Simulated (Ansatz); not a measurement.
# C₂H₃BrSi: an energy map over two coordinates

Aim: map the energy of C2H3BrSi, SMILES C=C=[SiH]Br over two coordinates, and find its wells, ridges and stiffness.

The runs use Ansatz 0.2.0; RHF/def2-TZVP.

## (1) The starting structure

SMILES `C=C=[SiH]Br`, 7 atoms, charge 0, spin multiplicity 1.

Atoms are counted from 1 here; the program's logs count them from 0.

Bond lengths: C1–C2 1.323 Å, C1–H5 1.109 Å, C1–H6 1.109 Å, C2–Si3 1.704 Å, Si3–Br4 2.221 Å, Si3–H7 1.490 Å. Angles: C2–C1–H5 122.8°, C2–C1–H6 121.6°, H5–C1–H6 115.6°, C1–C2–Si3 169.7°, C2–Si3–Br4 121.2°, C2–Si3–H7 122.6°, Br4–Si3–H7 112.7°.

Coordinates:

```tsv
atom	x (Å)	y (Å)	z (Å)
C1	-0.78487	1.37535	0.08357
C2	-0.10952	0.23765	0.11102
Si3	0.85923	-1.14356	-0.13186
Br4	-0.02453	-3.05942	-0.82625
H5	-0.75154	2.07357	-0.77727
H6	-1.42696	1.69117	0.93120
H7	2.17491	-1.32962	0.54319
```

This geometry comes from a loose relaxation at PBE in a small basis, which is not shown.

## (3) Plan of the scan

First coordinate, umbrella angle at C1 (between each of its bonds and their common axis; 90 is planar): 15 values from 66.0 to 114.0 °. Second coordinate, change of the bonds C1–C2, C1–H5, C1–H6, all alike: 15 values from −0.127 to 0.196 Å.

Nothing else is relaxed (all other coordinates rigid). Energies count from the relaxed molecule at the same level. Points are written as (first, second).

(The set-up runs are not shown.)

## (4) Grid point (83.1°, −0.058 Å)

Input file input.yaml:

```yaml
crystal:
  periodic: [false, false, false]
  atoms:
    - { symbol: C, position_ang: [-0.768298, 1.364576, 0.070221] }
    - { symbol: C, position_ang: [-0.243059, 0.244173, -0.028608] }
    - { symbol: Si, position_ang: [0.47283, -1.244614, -0.152966] }
    - { symbol: Br, position_ang: [-0.535811, -2.994489, -1.021748] }
    - { symbol: H, position_ang: [-0.839586, 1.976768, -0.743563] }
    - { symbol: H, position_ang: [-1.446117, 1.555465, 0.809293] }
    - { symbol: H, position_ang: [1.822641, -1.558784, 0.288984] }
basis:
  gaussian: { orbitals: def2-TZVP }
hamiltonian:
  xc: hf
output:
  forces: true
```

The run is started by

```sh
> ansatz run input.yaml --threads 1 --pin off --max-ram 2560MiB --backend cpu --events-out ev --progress --plain --runs-dir out
```

The session goes on with these runs: the other points that were computed.

Q: Predict the outcome of this session. Wanted: lowest point; highest computed point; largest force on an atom.

**Answer**, as computed:

| quantity | value |
| --- | --- |
| lowest point | (90.0°, 0.012 Å), 0.011 eV |
| highest computed point | (114.0°, −0.127 Å), 3.40 eV above the lowest |
| largest force on an atom (eV/Å) | 0.8 at (90.0°, 0.012 Å) to 13.7 at (114.0°, −0.127 Å); 0.8 at the lowest point |
| time for the whole task | 40 min on 1 thread, shared host |

**Reading.** The lowest computed point is at (90.0°, 0.012 Å), 0.011 eV from the relaxed molecule at the same level. The grid is coarse, so the lowest point of the scanned range may lie between grid points; coordinates that were held can hide deeper minima. No other kind of well shows on this grid. The highest computed point, (114.0°, −0.127 Å), lies 3.40 eV above the lowest. Round the minimum the two coordinates are nearly uncoupled.
